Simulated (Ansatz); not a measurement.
**C₃H₁₀FNOSeZr: ionisation energy by level of theory**

The task here is to estimate one member of a computed series from the others.

Computed with Ansatz 0.2.0, Gaussian basis. Level: unrestricted cation, the program's frozen cores in correlated methods.

Levels to be run: UKS PBE-D4/def2-TZVPP; UKS r2SCAN-D4/def2-TZVPP; UKS PBE0-D4/def2-TZVPP; UKS B3LYP-D4/def2-TZVPP; UKS wB97X-V/def2-TZVPP; UKS wB97M-V/def2-TZVPP; UKS B2PLYP (frozen core with filled d shells)/def2-TZVPP; UHF-CCSD(T) with filled d shells/def2-TZVPP; UHF-MP2 with filled d shells/def2-QZVPP; extrapolation to the limit; then −ε(HOMO) from the neutral's earlier runs with LDA (SPW92), PBE-D4, revPBE-D4, BLYP-D4, r2SCAN-D4, B97M-V, PBE0-D4, B3LYP-D4, r2SCANh-D4, r2SCAN0-D4, HSE06-D4, BHLYP-D4, CAM-B3LYP-D4, LC-ωPBE, ωB97X-V, ωB97M-V.

### The geometry

All runs share one geometry, relaxed beforehand with PBE0-D4 in a triple-zeta def2 set. Zr takes the def2 core potential; no spin-orbit term is included.

SMILES `C[O][Zr]([F])([SeH])[N](C)C`, 18 atoms, charge 0, spin multiplicity 1.

Atoms are counted from 1 here; the program's logs count them from 0.

Bond lengths: C1–O2 1.392 Å, C1–H9 1.094 Å, C1–H10 1.095 Å, C1–H11 1.094 Å, O2–Zr3 1.903 Å, Zr3–F4 1.924 Å, Zr3–Se5 2.613 Å, Zr3–N6 2.004 Å, Se5–H12 1.473 Å, N6–C7 1.441 Å, N6–C8 1.447 Å, C7–H13 1.092 Å, C7–H14 1.099 Å, C7–H15 1.098 Å, C8–H16 1.096 Å, C8–H17 1.098 Å, C8–H18 1.098 Å. Angles: O2–C1–H9 110.6°, O2–C1–H10 110.1°, O2–C1–H11 110.4°, H9–C1–H10 108.4°, H9–C1–H11 108.7°, H10–C1–H11 108.5°, C1–O2–Zr3 170.8°, O2–Zr3–F4 113.9°, O2–Zr3–Se5 110.6°, O2–Zr3–N6 108.2°, F4–Zr3–Se5 111.1°, F4–Zr3–N6 111.1°, Se5–Zr3–N6 101.2°, Zr3–Se5–H12 91.6°, Zr3–N6–C7 129.9°, Zr3–N6–C8 116.7°, C7–N6–C8 113.4°, N6–C7–H13 110.6° and more.

Set-up of the first run:

File in.yaml:

```yaml
crystal:
  periodic: [false, false, false]
  atoms:
    - {symbol: C, position_ang: [2.532112, -1.845382, -0.821597]}
    - {symbol: O, position_ang: [1.304857, -1.188751, -0.815006]}
    - {symbol: Zr, position_ang: [-0.279845, -0.166390, -1.068658]}
    - {symbol: F, position_ang: [-1.682451, -1.116432, -1.981637]}
    - {symbol: Se, position_ang: [0.264724, 2.088662, -2.270301]}
    - {symbol: N, position_ang: [-0.897370, 0.484626, 0.723155]}
    - {symbol: C, position_ang: [-0.189955, 0.551104, 1.976953]}
    - {symbol: C, position_ang: [-2.266314, 0.945223, 0.810973]}
    - {symbol: H, position_ang: [2.484832, -2.743244, -1.445512]}
    - {symbol: H, position_ang: [2.804261, -2.144647, 0.195453]}
    - {symbol: H, position_ang: [3.314676, -1.187267, -1.211684]}
    - {symbol: H, position_ang: [0.533066, 1.393348, -3.540903]}
    - {symbol: H, position_ang: [0.831812, 0.184002, 1.861284]}
    - {symbol: H, position_ang: [-0.684707, -0.055436, 2.747976]}
    - {symbol: H, position_ang: [-0.138691, 1.582899, 2.349231]}
    - {symbol: H, position_ang: [-2.770447, 0.871156, -0.159834]}
    - {symbol: H, position_ang: [-2.846794, 0.349824, 1.528183]}
    - {symbol: H, position_ang: [-2.313776, 1.996714, 1.121935]}
basis:
  gaussian: {orbitals: def2-TZVPP}
total_charge: 1
magnetization: {spin_polarized: true, initial_magnetization: 1}
hamiltonian: {xc: pbe, dispersion: d4}
```

Among the steps run: Cation, UKS PBE-D4/def2-TZVPP; Cation, UKS r2SCAN-D4/def2-TZVPP; Cation, UKS PBE0-D4/def2-TZVPP; Cation, UKS B3LYP-D4/def2-TZVPP; Cation, UKS wB97X-V/def2-TZVPP; Cation, UKS wB97M-V/def2-TZVPP; Cation, UKS B2PLYP (frozen core with filled d shells)/def2-TZVPP; Cation, UHF-CCSD(T) with filled d shells/def2-TZVPP; Cation, UHF-MP2 with filled d shells/def2-QZVPP.

One of the session's tables, all rows but one given; the rest of the session is left out.

It belongs to the step «Ionisation energies side by side». For comparison, −ε(HOMO) of the neutral from earlier runs:

| functional | −ε(HOMO) (eV) |
| --- | --- |
| LDA (SPW92) | 5.70 |
| PBE-D4 | 5.54 |
| revPBE-D4 | ? |
| BLYP-D4 | 5.38 |
| r2SCAN-D4 | 5.82 |
| B97M-V | 5.88 |
| PBE0-D4 | 6.68 |
| B3LYP-D4 | 6.44 |
| r2SCANh-D4 | 6.24 |
| r2SCAN0-D4 | 6.87 |
| HSE06-D4 | 6.29 |
| BHLYP-D4 | 7.66 |
| CAM-B3LYP-D4 | 7.93 |
| LC-ωPBE | 9.26 |
| ωB97X-V | 8.94 |
| ωB97M-V | 8.82 |

Estimate the missing values for revPBE-D4.

**Answer.** −ε(HOMO) (eV): 5.48. In the column «−ε(HOMO) (eV)» it lies between BLYP-D4 (5.38) and PBE-D4 (5.54).
